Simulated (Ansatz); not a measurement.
From input file to script: BaTiO3, space group P4mm in Ansatz 0.2.0.

```yaml
crystal:
  lattice:
    a: 3.9998
    b: 3.9998
    c: 4.018
    alpha: 90.0
    beta: 90.0
    gamma: 90.0
  atoms:
    - { symbol: Ba, position: [0.0, 0.0, 0.0] }
    - { symbol: Ti, position: [0.5, 0.5, 0.49] }
    - { symbol: O, position: [0.5, 0.5, 0.019] }
    - { symbol: O, position: [0.5, 0.0, 0.517] }
    - { symbol: O, position: [0.0, 0.5, 0.517] }
kpoints:
  mp_grid:
    grid: [6, 6, 6]
    shift: [0.0, 0.0, 0.0]
hamiltonian:
  xc: pbesol
scf:
  n_extra_bands: 16
  occupations:
    method: fixed
output:
  dos:
    de: 0.05
    projected: true
```

The script, `pdos.py`:
```python
# -*- coding: utf-8 -*-
from dataclasses import dataclass
import logging
import sys

import ansatz as az
import numpy as np

logging.basicConfig(stream=sys.stdout, format="%(levelname)s:%(name)s:%(message)s")
logger = logging.getLogger("run")
logger.setLevel(logging.INFO)


@dataclass(frozen=True)
class RunConfig:
    xc: str = "pbesol"
    mesh: tuple[int, ...] = (6, 6, 6)
    extra_bands: int = 16


opts = RunConfig()


def main():
    structure = (
        az.Lattice.from_parameters(3.9998, 3.9998, 4.018, alpha=90.0, beta=90.0, gamma=90.0)
        .atom("Ba", (0.0, 0.0, 0.0))
        .atom("Ti", (0.5, 0.5, 0.49))
        .atom("O", (0.5, 0.5, 0.019))
        .atom("O", (0.5, 0.0, 0.517))
        .atom("O", (0.0, 0.5, 0.517))
    )

    model = (
        structure.calculation()
        .functional(opts.xc)
        .kpoints(*opts.mesh, center="gamma")
        .occupations(az.OccupationsMethod.FIXED)
        .scf(extra_bands=opts.extra_bands)
        .density_of_states(projected=True, energy_step=0.05)
    )
    out = model.run()
    data = out.report

    dos = out.density_of_states()
    energy = np.asarray(dos.energies_ev) - dos.fermi_ev
    curves = {}
    for site in out.projected_density_of_states().sites:
        for shell in site.shells:
            weight = sum(np.sum(curve.g_bin_mean_per_ev, axis=0) for curve in shell.curves)
            name = f"{site.species} {shell.label}"
            curves[name] = curves.get(name, 0) + weight

    logger.info("E-EF   " + " ".join(f"{name:>8s}" for name in curves))
    for e in np.arange(-8, 4 + 0.1, 0.5):
        logger.info(f"{e:5.1f}  " + " ".join(f"{np.interp(e, energy, g):8.3f}" for g in curves.values()))


if __name__ == "__main__":
    main()
```

```console
$ python pdos.py
DeckWarning: basis.ecutwfc = 420 eV, auto-derived from the records' recommended cutoffs: set by Ba (normal level)
INFO:run:E-EF      Ba 5S    Ba 6S    Ba 5P    Ti 3S    Ti 4S    Ti 3P    Ti 3D     O 2S     O 2P
INFO:run: -8.0     0.000    0.000    0.000    0.000    0.000    0.000    0.000    0.000    0.000
INFO:run: -7.5     0.000    0.000    0.000    0.000    0.000    0.000    0.000    0.000    0.000
INFO:run: -7.0     0.000    0.000    0.000    0.000    0.000    0.000    0.000    0.000    0.000
INFO:run: -6.5     0.000    0.000    0.000    0.000    0.000    0.000    0.000    0.000    0.000
INFO:run: -6.0     0.000    0.000    0.000    0.000    0.000    0.000    0.000    0.000    0.000
INFO:run: -5.5     0.000    0.000    0.000    0.000    0.000    0.000    0.000    0.000    0.000
INFO:run: -5.0     0.000    0.000    0.000    0.000    0.000    0.000    0.000    0.000    0.000
INFO:run: -4.5     0.000    0.000    0.000    0.000    0.001    0.000    0.000    0.000    0.006
INFO:run: -4.0     0.002    0.033    0.011    0.042    0.277    0.013    0.546    0.020    2.560
INFO:run: -3.5     0.024    0.089    0.070    0.008    0.045    0.020    1.368    0.035    3.725
INFO:run: -3.0     0.017    0.056    0.064    0.003    0.013    0.029    0.524    0.026    2.684
INFO:run: -2.5     0.004    0.013    0.258    0.002    0.003    0.030    0.914    0.012    4.412
INFO:run: -2.0     0.003    0.010    0.087    0.006    0.008    0.009    0.447    0.012    2.571
INFO:run: -1.5     0.006    0.021    0.017    0.004    0.006    0.005    0.098    0.017    1.517
INFO:run: -1.0     0.003    0.028    0.136    0.004    0.004    0.010    0.251    0.040    7.761
INFO:run: -0.5     0.001    0.014    0.091    0.000    0.001    0.004    0.117    0.016    4.395
INFO:run:  0.0     0.000    0.000    0.000    0.000    0.000    0.000    0.000    0.000    0.030
INFO:run:  0.5     0.000    0.000    0.000    0.000    0.000    0.000    0.000    0.000    0.000
INFO:run:  1.0     0.000    0.000    0.000    0.000    0.000    0.000    0.000    0.000    0.000
INFO:run:  1.5     0.000    0.000    0.000    0.000    0.000    0.000    0.000    0.000    0.000
INFO:run:  2.0     0.000    0.000    0.000    0.000    0.000    0.000    0.201    0.000    0.009
INFO:run:  2.5     0.000    0.002    0.001    0.000    0.000    0.000    1.762    0.005    0.244
INFO:run:  3.0     0.000    0.007    0.001    0.000    0.001    0.000    1.884    0.006    0.391
INFO:run:  3.5     0.004    0.043    0.004    0.001    0.002    0.000    4.860    0.011    1.319
INFO:run:  4.0     0.006    0.025    0.001    0.000    0.000    0.000    1.307    0.001    0.417
```
(Warnings from the package without file and line.)

Notes:
- No spin polarisation was allowed.
- Semilocal gaps usually lie well under measured ones.
- With fixed filling the reported Fermi level is the top filled level among the k-points of the SCF.
- The empty d shell of the heavier alkali and alkaline-earth atoms, which makes much of a conduction band, may have no channel.
- Of the deposited cell: the entry's cell lengths or inner coordinates differ somewhat from later room-temperature determinations.
- The crystal has a gap of about 1.79 eV on the mesh; bins of finite width blur the band edges.
- The structure is a deposited one; some such entries were measured under pressure or heat, so a shift against it needn't be the functional's error alone.
- Curves are summed over the cell's atoms. Only shells that the potentials hold have channels, so projections don't add up to the total, least of all where a shell is missing (p of most metals); heights and places of peaks move with the mesh.
- The density of states is complete only as far up as bands were computed.
- It ran for 14 s on 1 thread of Arm Neoverse V1, on a shared host, peak memory 0.45 GiB.

(Lines on the test bed's own set-up are left out of the output.)
